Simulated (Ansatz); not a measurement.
# CaZn: the cost of one run

Method: DFT PBEsol, scalar-relativistic, plane waves, PAW, in Ansatz 0.2.0.

## (1) The starting structure

It takes space group Pm-3m (No. 221, cubic). Conventional cell: a = 3.649 Å, b = 3.649 Å, c = 3.649 Å, α = 90.00°, β = 90.00°, γ = 90.00°. Ca (site symmetry m-3m) has 8 Zn at 3.16 Å as nearest neighbours. Zn (site symmetry m-3m) is surrounded by 8 Ca at 3.16 Å.

Coordinates:

```xyz
2
Lattice="3.6487 0.0000 0.0000 0.0000 3.6487 0.0000 0.0000 0.0000 3.6487" Properties=species:S:1:pos:R:3 pbc="T T T"
Ca    0.0000    0.0000    0.0000
Zn    1.8243    1.8243    1.8243
```

The structure comes from the Materials Project (structure only).

## (2) One atom moved

Against the listed cell: atom 2 (Zn) moved by 0.04 Å.

input.yaml

```yaml
crystal:
  lattice:
    - [3.64868372, 0.0, 0.0]
    - [0.0, 3.64868372, 0.0]
    - [0.0, 0.0, 3.64868372]
  atoms:
    - { symbol: Ca, position: [0.0, 0.0, 0.0] }
    - { symbol: Zn, position: [0.5123332148, 0.5, 0.5] }
basis:
  ecutwfc: 420
kpoints:
  mp_grid: { grid: [10, 10, 10] }
hamiltonian:
  xc: pbesol
scf:
  occupations: { method: gaussian, width: 0.1 }
output:
  forces: true
  stress: true
  eigenvalues: true
```

Run with:

```
> ansatz run input.yaml --threads 1 --pin off --max-ram 1331MiB --backend cpu --events-out ev --progress --plain --runs-dir out
```

Q: Estimate wall time and peak memory on 1 thread of an Arm CPU, shared host.

About 10 s, with a peak of 0.38 GiB.
